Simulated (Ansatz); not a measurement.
Write a Python script for the Ansatz DFT code, driven from Python that makes a rigid torsion scan of H₇OSi₃, SMILES O[Si]([SiH3])[SiH3]. Level of theory (for the species named): PBE0, def2-SVP basis, multiplicity 2.

```yaml
atoms:
  - { symbol: O, position_ang: [1.8842, 0.8903, -0.8954] }
  - { symbol: Si, position_ang: [0.6528, -0.2266, -0.7013] }
  - { symbol: Si, position_ang: [0.6869, -1.1905, 1.3762] }
  - { symbol: Si, position_ang: [-1.3980, 0.6580, -0.8784] }
  - { symbol: H, position_ang: [1.7963, 1.4915, -1.7168] }
  - { symbol: H, position_ang: [0.4839, -0.1620, 2.4494] }
  - { symbol: H, position_ang: [2.0635, -1.8420, 1.6204] }
  - { symbol: H, position_ang: [-0.2966, -2.2184, 1.4743] }
  - { symbol: H, position_ang: [-1.7298, 1.6448, 0.2520] }
  - { symbol: H, position_ang: [-1.5904, 1.3428, -2.1610] }
  - { symbol: H, position_ang: [-2.4875, -0.4448, -0.7988] }
```

Script `torsion_h7osi3.py`:
```python
import logging
import sys

import ansatz as az
from ase import Atoms

logging.basicConfig(stream=sys.stdout, format="%(levelname)s:%(name)s:%(message)s")
log = logging.getLogger("ansatz_job")
log.setLevel(logging.INFO)


def main() -> None:
    atoms = Atoms(["O", "Si", "Si", "Si", "H", "H", "H", "H", "H", "H", "H"], positions=[
        (1.8842, 0.8903, -0.8954),
        (0.6528, -0.2266, -0.7013),
        (0.6869, -1.1905, 1.3762),
        (-1.398, 0.658, -0.8784),
        (1.7963, 1.4915, -1.7168),
        (0.4839, -0.162, 2.4494),
        (2.0635, -1.842, 1.6204),
        (-0.2966, -2.2184, 1.4743),
        (-1.7298, 1.6448, 0.252),
        (-1.5904, 1.3428, -2.161),
        (-2.4875, -0.4448, -0.7988),
    ])

    first = (
        az.Crystal.molecule_from_ase(atoms).calculation()
        .basis(gaussian="def2-SVP")
        .spin("collinear", total=1)
        .functional("pbe0")
        .relax(force_tolerance=0.02, max_steps=80)
    )
    atoms.positions = first.run(threads=1, pin="off").report["positions_ang"]

    start = atoms.get_dihedral(0, 1, 3, 8)
    energies = {}
    for turn in range(0, 121, 20):
        turned = atoms.copy()
        turned.set_dihedral(0, 1, 3, 8, start + turn, indices=[3, 8, 9, 10])
        setup = (
            az.Crystal.molecule_from_ase(turned).calculation()
            .basis(gaussian="def2-SVP")
            .correlation("mp2")
            .spin("collinear", total=1)
        )
        energies[round((start + turn) % 360)] = setup.run(threads=1, pin="off").report["free_energy_ev"]
    floor = min(energies.values())
    log.info("dihedral O0-Si1-Si3-H8 (deg)   E - E(min) (eV)")
    for angle, e in sorted(energies.items()):
        log.info(f"{angle:8d} {(e - floor):14.3f}  " + "#" * int(30 * (e - floor) / max(max(energies.values()) - floor, 1e-9)))


if __name__ == "__main__":
    main()
```

```console
$ python torsion_h7osi3.py
INFO:ansatz_job:dihedral O0-Si1-Si3-H8 (deg)   E - E(min) (eV)
INFO:ansatz_job:      17          0.051  ##########################
INFO:ansatz_job:      37          0.028  ##############
INFO:ansatz_job:      57          0.014  #######
INFO:ansatz_job:     297          0.000
INFO:ansatz_job:     317          0.014  #######
INFO:ansatz_job:     337          0.041  #####################
INFO:ansatz_job:     357          0.058  ##############################
```

Caveats:
- The scan is rigid and the energies are electronic, in a modest basis. With rigid groups the curve can differ much from the relaxed path, the start wasn't checked as a minimum of this torsion, and equivalent turns needn't return to the same energy.
- The species is open-shell (spin multiplicity 2).
- The start is relaxed with a density functional and scanned with the wavefunction method, so it isn't exactly that method's minimum.
- Wall time of the script: 91 s on 1 thread of Arm Neoverse V2 (shared host), peak memory 0.39 GiB.
